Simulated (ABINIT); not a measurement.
Input of an ABINIT 10.8.3 (patched build) run:

Contents of run.abi:

```
# Pseudopotentials
pp_dirpath "./"
pseudos "Tb.GGA_PBE-JTH.xml, I.GGA_PBE-JTH.xml, S.GGA_PBE-JTH.xml"

# Structure
acell 3*1.0
rprim
     8.6077639066     0.0000000000     0.0000000000
    -4.3038819533     7.4545422129     0.0000000000
     0.0000000000     0.0000000000     9.6677802721
ntypat 3
znucl 65 53 16
natom 3
typat 1 2 3
xcart
     0.0000000000     0.0000000000     0.0000000000
     2.2775162483     1.3149246188     2.5579845000
    -0.0000000002     2.6298492380     0.0000000000 Angstrom

# Plane-wave basis
ecut 20.0
pawecutdg 40.0
pawxcdev 0

# k points
kptopt 1
ngkpt 7 7 5
nshiftk 1
shiftk 0.0 0.0 0.0

# Exchange and correlation
ixc 11

# Bands and occupations
nband 25
occopt 3
tsmear 0.05 eV

# Spin
nsppol 2
spinat
     0.0000000000     0.0000000000     7.0000000000
     0.0000000000     0.0000000000     0.0000000000
     0.0000000000     0.0000000000     0.0000000000

# SCF cycle
nstep 100
tolvrs 1.0e-9

# Output
iomode 3
prtwf 0
prtden 0
prteig 0
prtebands 0
enunit 1
```

Potentials or basis: JTH PAW PBE v2.0.

Command:

```bash
$ abinit run.abi > log 2>&1
```

(1) What does it give for the pressure?

(2) What does it give for the site moments?

Results:

(1) 0.6 GPa.

(2) Tb +5.83; I +0.02; S +0.04 μB.

Caveat: the magnetic or orbital state may not be the lowest.
